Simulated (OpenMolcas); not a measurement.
**W⁴⁺ among point charges: CASSCF and CASPT2 levels and susceptibility**

Aim: the splitting of the states of W⁴⁺ in the field of 4 point charges, its lowest levels with spin-orbit coupling and its magnetic susceptibility.

Method: state-averaged CASSCF and CASPT2, spin-orbit coupling by RASSI with atomic mean-field integrals. Code: OpenMolcas 26.06.

**1. What is computed**

| Quantity | Value |
| --- | --- |
| Species | W⁴⁺ (tungsten, Z = 74, 70 electrons) |
| Basis | ANO-RCC-VDZP [7s6p4d2f1g], 68 functions |
| Scalar Hamiltonian | DKH2, point nucleus |
| Inactive shells | 1s 2s 2p 3s 3p 3d 4s 4p 4d 4f 5s 5p |
| Active space | 2 electrons in 5 orbitals (5d) |
| Some configurations of this space | 5d² |
| Orbitals | optimised for each spin and parity, averaged over all roots |

The outer shells:

5d2
```
5d [↑ ][↑ ][  ][  ][  ]
```

The ion sits among 4 point charges of -2 e arranged as a tetrahedron (Td), 2.06 Å from the ion.

Each step is its own input file, run in one work folder so that later steps find the files of earlier ones. Labels, J, g values, rates, χT and fits are worked out afterwards by a script from the matrices that RASSI stores.

**2. GATEWAY and SEWARD: basis and integrals**

Input file a.inp:

```
&GATEWAY
Coord
1

W 0.0 0.0 0.0
Basis=ANO-RCC-VDZP
Group=NoSym
NoMove
AngMom=0.0 0.0 0.0
AMFI
XField
4 Angstrom 0
1.189342 1.189342 1.189342 -2.000000
1.189342 -1.189342 -1.189342 -2.000000
-1.189342 1.189342 -1.189342 -2.000000
-1.189342 -1.189342 1.189342 -2.000000
&SEWARD
```

**3. CASSCF: triplets, 10 roots**

Input file a.inp:

```
&RASSCF
FileOrb=start.orb
Symmetry=1
Spin=3
nActEl=2 0 0
Inactive=34
Ras2=5
CIRoot=10 10 1
SDav=10
CIMx=300
Iter=120 100
PrWF=0.3
OrbListing=Nothing
MaxOrb=0
>>> COPY $Project.JobIph JOB001
```

start.orb holds the contracted functions of the basis, ordered by shell, or the orbitals of the step before.

**4. CASSCF: singlets, 15 roots**

Input file a.inp:

```
&RASSCF
FileOrb=start.orb
Symmetry=1
Spin=1
nActEl=2 0 0
Inactive=34
Ras2=5
CIRoot=15 15 1
SDav=15
CIMx=300
Iter=120 100
PrWF=0.3
OrbListing=Nothing
MaxOrb=0
>>> COPY $Project.JobIph JOB002
```

**5. State interaction with spin-orbit coupling**

Input file a.inp:

```
&RASSI
NrOfJobIphs=2 10 15
1 2 3 4 5 6 7 8 9 10
1 2 3 4 5 6 7 8 9 10 11 12 13 14 15
IphNames
JOB001
JOB002
EJob
SpinOrbit
DIPRint=1.0
SOCoupling=1000.0
Subsets=2
Property=9
'ANGMOM' 1 'ANGMOM' 2 'ANGMOM' 3 'MLTPL  1' 1 'MLTPL  1' 2 'MLTPL  1' 3
'AMFI' 1 'AMFI' 2 'AMFI' 3
SOProperty=3
'ANGMOM' 1 'ANGMOM' 2 'ANGMOM' 3
```

**6. CASPT2: IPEA 0.25, imaginary shift 0.1 (closed shells correlated: 4f 5s 5p)**

Input file a.inp:

```
>>> COPY JOB001 $Project.JobIph
&CASPT2
Multistate=10 1 2 3 4 5 6 7 8 9 10
NoMult
Frozen=23
IPEA=0.25
Imaginary=0.1
MaxIter=60
WThr=0.0 0.3 0.05
PrWF=0.5
NoMix
>>> COPY JOB002 $Project.JobIph
&CASPT2
Multistate=15 1 2 3 4 5 6 7 8 9 10 11 12 13 14 15
NoMult
Frozen=23
IPEA=0.25
Imaginary=0.1
MaxIter=60
WThr=0.0 0.3 0.05
PrWF=0.5
NoMix
```

(Steps that only read results are left out.)

Q: Predict the outcome of this session. Wanted: spin-free ground state; first state of the same spin within the active space; lowest level; next level.

As calculated:

| quantity | value |
| --- | --- |
| method | SS-CASPT2, IPEA 0.25, imaginary shift 0.1 (closed shells correlated: 4f 5s 5p) |
| spin-free ground state | 3A2, 1-fold in its orbital part |
| first state of the same spin within the active space | 3T2 at 4290 cm⁻¹ |
| lowest level | 3-fold T2 |
| next level | 2226.5 cm⁻¹ |
| χT at 300 K | 0.07 cm³ K/mol |
| effective moment at 300 K | 0.77 μB |

Cost by method:

| method | time of its own steps | time with the reference |
| --- | --- | --- |
| A. CASSCF | 25 s | 25 s |
| B. SS-CASPT2, IPEA 0.25, imaginary shift 0.1, +4f 5s 5p | 28 s | 53 s |

Times are of one thread on a shared host.

The spin-free ground state (3A2) comes to 100 % from free-ion F terms and keeps the highest spin of the shell. χT at 300 K is 0.07, against 1.00 cm³ K/mol for the spin alone, so spin-orbit coupling lowers it. CASPT2 does not keep the components of a term degenerate, and the means are used. The field of point charges can differ much from that of real complexes. This is an electrostatic model: the charges have no orbitals.
